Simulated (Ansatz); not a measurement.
**CH₃AlCl₂: basis-set convergence**

The task here is to estimate one member of a computed series from the others.

Computed with Ansatz 0.2.0, Gaussian basis. Level: one geometry, several basis sets.

Levels to be run: PBE0-D4/def2-SVP; ωB97M-V/def2-SVP; PBE0-D4/def2-QZVPP; ωB97M-V/def2-QZVPP; the functionals' def2-TZVPP values are taken from earlier runs.

### The geometry

An earlier PBE0-D4 in a triple-zeta def2 set relaxation fixed the geometry.

SMILES `Cl[CH2][AlH][Cl]`, 7 atoms, charge 0, spin multiplicity 1.

Atoms are counted from 1 here; the program's logs count them from 0.

Bond lengths: Cl1–C2 1.854 Å, C2–Al3 1.946 Å, C2–H5 1.087 Å, C2–H6 1.087 Å, Al3–Cl4 2.100 Å, Al3–H7 1.570 Å. Angles: Cl1–C2–Al3 80.7°, Cl1–C2–H5 106.1°, Cl1–C2–H6 106.1°, Al3–C2–H5 121.2°, Al3–C2–H6 122.4°, H5–C2–H6 111.6°, C2–Al3–Cl4 117.0°, C2–Al3–H7 122.4°, Cl4–Al3–H7 120.5°.

Set-up of the first run:

The input, in.yaml:

```yaml
crystal:
  periodic: [false, false, false]
  atoms:
    - {symbol: Cl, position_ang: [-1.524829, 0.557638, 0.696391]}
    - {symbol: C, position_ang: [-0.027117, 0.923788, -0.333417]}
    - {symbol: Al, position_ang: [0.431726, -0.871477, 0.261304]}
    - {symbol: Cl, position_ang: [-0.049463, -2.455446, -1.031093]}
    - {symbol: H, position_ang: [-0.391586, 1.107919, -1.340466]}
    - {symbol: H, position_ang: [0.425059, 1.813224, 0.097388]}
    - {symbol: H, position_ang: [1.197510, -1.143544, 1.604194]}
basis:
  gaussian: {orbitals: def2-SVP}
hamiltonian: {xc: pbe0, dispersion: d4}
output: {orbitals: {seedname: orbitals}}
```

Started as:

```
$ ansatz run in.yaml --threads 2 --pin off --events-out ev --progress --plain --max-ram 4352MiB
```

Steps of the session up to this table: PBE0-D4 in def2-SVP; ωB97M-V in def2-SVP; PBE0-D4 in def2-QZVPP; ωB97M-V in def2-QZVPP.

One table of the session follows, with a row left open; its other results are not shown here.

It belongs to the step «Density functionals: the series». 

| functional | basis | HOMO (eV) |
| --- | --- | --- |
| PBE0-D4 | def2-SVP | -8.16 |
| PBE0-D4 | def2-TZVPP | ? |
| PBE0-D4 | def2-QZVPP | -8.23 |
| ωB97M-V | def2-SVP | -10.32 |
| ωB97M-V | def2-TZVPP | -10.41 |
| ωB97M-V | def2-QZVPP | -10.44 |

Estimate the missing values for PBE0-D4, def2-TZVPP.

The run gave: HOMO (eV): -8.21. In the column «HOMO (eV)» it lies between PBE0-D4, def2-QZVPP (-8.23) and PBE0-D4, def2-SVP (-8.16).
